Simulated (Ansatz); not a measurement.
What does this script print? It uses the Ansatz DFT code, driven from Python.

`ch8n2osi.py`
```python
"""Minimum-energy structure of CH8N2OSi."""

import argparse
import itertools

import ansatz as az
from ase.data import atomic_numbers, covalent_radii
import numpy as np

parser = argparse.ArgumentParser(description="Minimum-energy structure of CH8N2OSi.")
parser.add_argument("--basis", required=True, help="Gaussian basis set")
parser.add_argument("--functional", required=True, help="exchange-correlation functional")
args = parser.parse_args()

GEOMETRY = """
N    -0.99020   -1.36980    1.63990
Si   -0.09240   -1.34570    0.24040
N     0.06480    0.32600    0.03760
C     0.60540    0.93300   -1.18740
O     0.56640    2.30570   -0.99020
H    -1.85000   -0.73010    1.42860
H    -0.51140   -0.84390    2.37290
H    -0.81500   -1.87250   -0.89660
H     1.22750   -1.92520    0.56720
H     0.75550    0.63940    0.78520
H    -0.17070    0.71850   -1.98740
H     1.55430    0.60460   -1.46110
H    -0.32380    2.52530   -0.53440
"""


def main() -> None:
    ch8n2osi = az.Crystal.molecule()
    for line in GEOMETRY.strip().splitlines():
        symbol, *xyz = line.split()
        ch8n2osi = ch8n2osi.atom(symbol, [float(v) for v in xyz])

    job = (
        ch8n2osi.calculation()
        .basis(gaussian=args.basis)
        .functional(args.functional)
        .accuracy("medium")
    )
    symbols = [site.symbol for site in ch8n2osi.cartesian_sites]
    start = np.array([site.position_ang for site in ch8n2osi.cartesian_sites], dtype=float)
    r = job.relax(force_tolerance=0.005).run(threads=1).report
    end = np.array(r["positions_ang"])

    print(f"E = {r['free_energy_ev']:.6f} eV = {r['free_energy_ev'] / 27.211386246:.7f} Ha")
    print("converged:", r["converged"], " doubts:", r["published_state_doubts"] or "none")

    # pairs closer than 1.2 times the sum of covalent radii, before or after
    radius = [covalent_radii[atomic_numbers[s]] for s in symbols]
    span = lambda where, i, j: np.linalg.norm(where[i] - where[j])
    bonded = [(i, j) for i, j in itertools.combinations(range(len(symbols)), 2) if min(span(start, i, j), span(end, i, j)) < 1.2 * (radius[i] + radius[j])]
    print("pair        before    after (A)")
    for i, j in bonded:
        print(f"{symbols[i]}{i}-{symbols[j]}{j}".ljust(10), f"{span(start, i, j):8.4f} {span(end, i, j):8.4f}")


if __name__ == "__main__":
    main()
```

Running `python ch8n2osi.py --basis cc-pVDZ --functional r2SCAN` prints:
```text
E = -14069.039481 eV = -517.0276646 Ha
converged: True  doubts: none
pair        before    after (A)
N0-Si1       1.6629   1.7412
N0-H5        1.0923   1.0175
N0-H6        1.0213   1.0165
Si1-N2       1.6913   1.7520
Si1-H7       1.4465   1.4978
Si1-H8       1.4781   1.5024
N2-C3        1.4701   1.4419
N2-H9        1.0650   1.0193
C3-O4        1.3873   1.4165
C3-H10       1.1351   1.1091
C3-H11       1.0408   1.1043
O4-H12       1.0239   0.9705
```

What to keep in mind:
- These settings explore the input space; basis and method may be short of convergence.
- The end point is the stationary point reached from this start; no frequency run checks that it is a minimum, and the basis set is modest.
- Run time: 2.2 min on 1 thread of Arm Neoverse V2, on a shared host, peak memory 0.26 GiB.
